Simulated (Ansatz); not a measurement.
# TlWCl6: the cost of one run

Program: Ansatz 0.2.0. Level of theory: DFT PBE, scalar-relativistic, plane waves, PAW, unless a step names another level. These are calculated values, not measurements.

## (1) The starting structure

Symmetry: R-3, No. 148, trigonal system. Conventional cell: a = 6.835 Å, b = 6.835 Å, c = 18.852 Å, α = 90.00°, β = 90.00°, γ = 120.00°. Tl (site symmetry -3) has 6 Cl at 3.30 Å in its first shell of neighbours. W (site symmetry -3) is surrounded by 6 Cl at 2.34 Å. Around Cl (site symmetry 1) lie 1 W at 2.34 Å and 1 Tl at 3.30 Å.

Structure file:

```cif
data_structure
_symmetry_space_group_name_H-M 'R-3:H'
_symmetry_Int_Tables_number 148
_cell_length_a 6.8347
_cell_length_b 6.8347
_cell_length_c 18.8515
_cell_angle_alpha 90.000
_cell_angle_beta 90.000
_cell_angle_gamma 120.000
_cell_volume 762.64
loop_
_atom_site_label
_atom_site_type_symbol
_atom_site_symmetry_multiplicity
_atom_site_Wyckoff_symbol
_atom_site_fract_x
_atom_site_fract_y
_atom_site_fract_z
_atom_site_occupancy
Tl1 Tl 3 a 0.00000 0.00000 0.00000 1
W1 W 3 b 0.33333 0.66667 0.16667 1
Cl1 Cl 18 f 0.27664 0.91457 0.23819 1
```

The cell was relaxed beforehand at this level, from a generated guess; it needn't be the stable form of this composition. At a tolerance of 0.05 Å it has space group R-3 (No. 148); it has 31.78 Å³/atom, an uncorrected energy of -0.96 eV/atom over the elements and, on its mesh, gap none (metal).

## (2) Elastic constants, atoms relaxed

Contents of input.yaml:

```yaml
crystal:
  lattice:
    - [3.4241747603, 1.976948203, 6.2936800893]
    - [-3.4241747603, 1.976948203, 6.2936800893]
    - [0.0, -3.9538964559, 6.2936800736]
  atoms:
    - { symbol: Tl, position: [0.0, 0.0, 0.0] }
    - { symbol: W, position: [0.5, 0.5, 0.5], spin: 0.63 }
    - { symbol: Cl, position: [0.6767017871, 0.1248460124, 0.4842405849] }
    - { symbol: Cl, position: [0.3232982129, 0.8751539876, 0.5157594151] }
    - { symbol: Cl, position: [0.4842405849, 0.6767017871, 0.1248460124] }
    - { symbol: Cl, position: [0.5157594151, 0.3232982129, 0.8751539876] }
    - { symbol: Cl, position: [0.1248460124, 0.4842405849, 0.6767017871] }
    - { symbol: Cl, position: [0.8751539876, 0.5157594151, 0.3232982129] }
basis:
  ecutwfc: 420
kpoints:
  mp_grid: { grid: [6, 6, 6] }
hamiltonian:
  xc: pbe
scf:
  occupations: { method: gaussian, width: 0.2 }
output:
  forces: true
  stress: true
  eigenvalues: true
  populations: true
magnetization:
  spin_polarized: true
elastic:
  mode: relaxed_ion
  amplitude: 0.005
  stencil: two_point
```

Launch:

```sh
> ansatz run input.yaml --threads 4 --pin off --max-ram 8192MiB --backend cpu --events-out ev --progress --plain --runs-dir out
```

What time and memory should one allow on 4 threads of Intel Xeon Platinum 8259CL at 2.50GHz (Skylake/Cascade Lake), shared host?

About 23 min, with a peak of 2.2 GiB.
